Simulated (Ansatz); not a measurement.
TaVN2:

```
Ta V N
1.0
     3.04987    0.00000    0.00000
     0.00000    3.04987    0.00000
     0.00000    0.00000    4.29606
Ta V N
1 1 2
Cartesian
  0.0000 0.0000 0.0000
  1.5249 1.5249 2.1480
  1.5249 1.5249 0.0000
  0.0000 0.0000 2.1480
```

The cell comes from a database or a generator and needn't be the stable form of this composition.

Alike in all runs: program Ansatz 0.2.0; functional PBEsol; potentials or basis Ansatz PAW; cutoff 420 eV (not typed: the program's choice for these potentials); k mesh 7 × 7 × 5; occupations fermi-dirac, width 0.05 eV.

The same cell was started in several ways:

```tsv
start	free energy over the lowest (meV/atom)	net moment (μB)	site or absolute moments (μB)	gap
collinear spin, ferromagnetic start of up to 3 μB; fixed moment 3	161.3	3.00	Ta +0.22; V +1.79; N +0.10, +0.09	-
collinear spin, ferromagnetic start of up to 4 μB; fixed moment 4	514.9	4.00	Ta +0.46; V +1.97; N +0.18, +0.17	-
collinear spin, ferromagnetic start of up to 1.5 μB; fixed moment 1.5	14.7	1.50	Ta +0.00; V +1.13; N +0.04	-
collinear spin, ferromagnetic start of up to 0.5 μB; fixed moment 0.5	3.1	0.50	Ta -0.02; V +0.44; N +0.00	-
collinear spin, ferromagnetic start of up to 1 μB; fixed moment 1	7.0	1.00	Ta -0.03; V +0.82; N +0.02	-
collinear spin, ferromagnetic start of up to 2 μB; fixed moment 2	34.3	2.00	Ta +0.05; V +1.39; N +0.05, +0.06	-
collinear spin, program default start; fixed moment 0	0.0	0.00	-	-
collinear spin, ferromagnetic start of up to 2.5 μB; fixed moment 2.5	80.1	2.50	Ta +0.13; V +1.60; N +0.08, +0.07	-
```

All polarised runs hold their moment fixed, so the table maps the energy against it. A still lower state may exist.

Caveats: the cell is far from rest, so the order of the states can change on relaxing; the total moment is fixed, so each spin has its own Fermi level.
